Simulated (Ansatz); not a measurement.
**AlGeH (quintet): wave-function methods side by side, cc-pVTZ**

An exercise on one series of results from a longer session: the logs are not shown, and one member is left open.

Program: Ansatz 0.2.0, Gaussian basis. Level of theory: cc-pVTZ, core rule «outside noble gas», up to 19 orbitals frozen. These are calculated values, not measurements.

To be run: UHF; CCSD(T) on ROHF; CCSD(T) on UHF; BCCD(T) on ROHF; CCSDT(Q) on ROHF; CCSDT(Q) on UHF; CASSCF and MRCISD+Q, 8 electrons in 9 orbitals; CASSCF and NEVPT2, 8 electrons in 9 orbitals.

6 further runs of the same task are left out: 6 set aside as unsound or not needed. Runs told in other sessions of the task aren't counted.

### The system

The geometry is a PBE0/def2-TZVP stationary point (not a proven minimum) of the parent state, kept for this charge and spin. No spin-orbit coupling is included. The filled d shell of Ge may be among the frozen orbitals whatever the setting's name suggests.

3 atoms, charge 0, spin multiplicity 5.

Atoms are counted from 1 here; the program's logs count them from 0.

Bond lengths: Ge1–Al2 2.449 Å, Ge1–H3 1.690 Å. Angles: Al2–Ge1–H3 53.8°.

The first run:

Input file in.yaml:

```yaml
crystal:
  periodic: [false, false, false]
  atoms:
    - {symbol: Ge, position_ang: [0.000000, -0.008843, 0.666646]}
    - {symbol: Al, position_ang: [0.000000, -0.026517, -1.782004]}
    - {symbol: H, position_ang: [0.000000, 1.347127, -0.341215]}
basis:
  gaussian: {orbitals: cc-pVTZ}
magnetization: {spin_polarized: true, initial_magnetization: 4}
hamiltonian: {xc: hf}
output: {orbitals: {seedname: orbitals}}
```

Started as:

```
> ansatz run in.yaml --threads 1 --pin off --events-out ev --progress --plain --max-ram 2816MiB --backend cpu
```

Among the steps run: UHF; CCSD(T) on ROHF; CCSD(T) on UHF; BCCD(T) on ROHF; CCSDT(Q) on ROHF; CCSDT(Q) on UHF; CASSCF and MRCISD+Q, 8 electrons in 9 orbitals; CASSCF and NEVPT2, 8 electrons in 9 orbitals.

One table of the session follows, with a row left open; its other results are not shown here.

```
          method  from UCCSDT(Q) (kcal/mol)
            ROHF                     +91.89
             UHF                     +87.43
            RMP2                     +19.85
            UMP2                     +20.67
           RCCSD                      +4.96
           UCCSD                      +4.60
        RCCSD(T)                      +1.20
        UCCSD(T)                      +0.97
         BCCD(T)                      +1.21
          RCCSDT                      +0.43
          UCCSDT                      +0.16
       RCCSDT(Q)                      +0.26
       UCCSDT(Q)                          0
  CASSCF valence                     +64.70
  NEVPT2 valence                     +17.49
  MRCISD valence                          ?
MRCISD+Q valence                      +1.00
```

Q: Estimate the row for MRCISD valence from the others.

The run gave: from UCCSDT(Q) (kcal/mol): +5.18. In the column «from UCCSDT(Q) (kcal/mol)» it lies between RCCSD (+4.96) and NEVPT2 valence (+17.49).

Limits of these values: Restricted and unrestricted rows rest on different reference determinants; a gap between their highest levels can come from leftover correlation error, from unlike frozen cores or from another state.
